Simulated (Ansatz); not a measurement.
Pd, space group Im-3m, a calculation of the elastic constants

Computed with the Python package of Ansatz (0.2.0).

`elastic.py`:
```python
'''Stiffness tensor and moduli of Pd.'''

from dataclasses import replace

import ansatz as az
import numpy as np

crystal = (
    az.Lattice.from_parameters(2.723271, 2.723271, 2.723271, alpha=109.47122, beta=109.47122, gamma=109.47122)
    .atom('Pd', (0.0, 0.0, 0.0))
)

model = (
    crystal.calculation()
    .functional('PBEsol', dispersion='d3bjatm')
    .occupations('fermi_dirac')
    .kpoints(19, 19, 19)
)
# relax, then strain
rest = model.relax(cell=True).run(threads=1, pin='off').lattice
relaxed = az.Crystal(lattice=az.Lattice.of(rest.cell_ang))
for site in rest.sites:
    relaxed = relaxed.atom(site.symbol, site.position_frac)
model = replace(model, crystal=relaxed)
print('relaxed volume {:.3f} A^3'.format(abs(np.linalg.det(rest.cell_ang))))
result = model.elastic('relaxed_ion').run(threads=1, pin='off')
elastic = result.elastic

print('C_ij (GPa), Voigt order xx yy zz yz xz xy')
for row in elastic.c_gpa:
    print(' '.join(f'{value:8.1f}' for value in row))
print('smallest eigenvalue of C:', round(elastic.stability.min_eigenvalue_gpa, 1), 'GPa; stable:', elastic.stability.stable)
# averaged moduli need a positive definite tensor
if elastic.stability.min_eigenvalue_gpa > 0:
    m = elastic.moduli
    print(f'K = {m.k_hill_gpa:.1f}, G = {m.g_hill_gpa:.1f}, E = {m.youngs_gpa:.1f} GPa, Poisson ratio {m.poisson:.3f}, K/G = {m.k_hill_gpa / m.g_hill_gpa:.2f}')
```

Output of `python elastic.py`:
```text
DeckWarning: basis.ecutwfc = 420 eV, auto-derived from the records' recommended cutoffs: set by Pd (normal level)
relaxed volume 14.325 A^3
C_ij (GPa), Voigt order xx yy zz yz xz xy
   390.7    130.6    130.6      0.0     -0.0     -0.0
   130.6    339.9    181.3      0.0      0.0    -71.8
   130.6    181.3    339.9     -0.0     -0.0     71.8
     0.0      0.0     -0.0     79.3     71.8      0.0
    -0.0      0.0     -0.0     71.8     28.6      0.0
    -0.0    -71.8     71.8      0.0      0.0     28.6
smallest eigenvalue of C: -26.9 GPa; stable: False
```
(Warnings from the package without file and line.)

What to keep in mind:
- Dispersion corrections can be off by several per cent in the lattices of metals, and by several GPa in the pressure at a fixed cell.
- This isn't the structure that Pd takes at ambient conditions.
- Shear constants of a metal converge slowly with the k-point mesh and can be wrong in sign on a coarse one; the constants belong to the cell that was strained.
- Hardware and time: 3 min on 1 thread of Arm Neoverse V2, on a shared host, peak memory 0.96 GiB.

(A comment or docstring line of the script was reworded after the run, the code is as it ran; lines on the test bed's own set-up are left out of the output.)
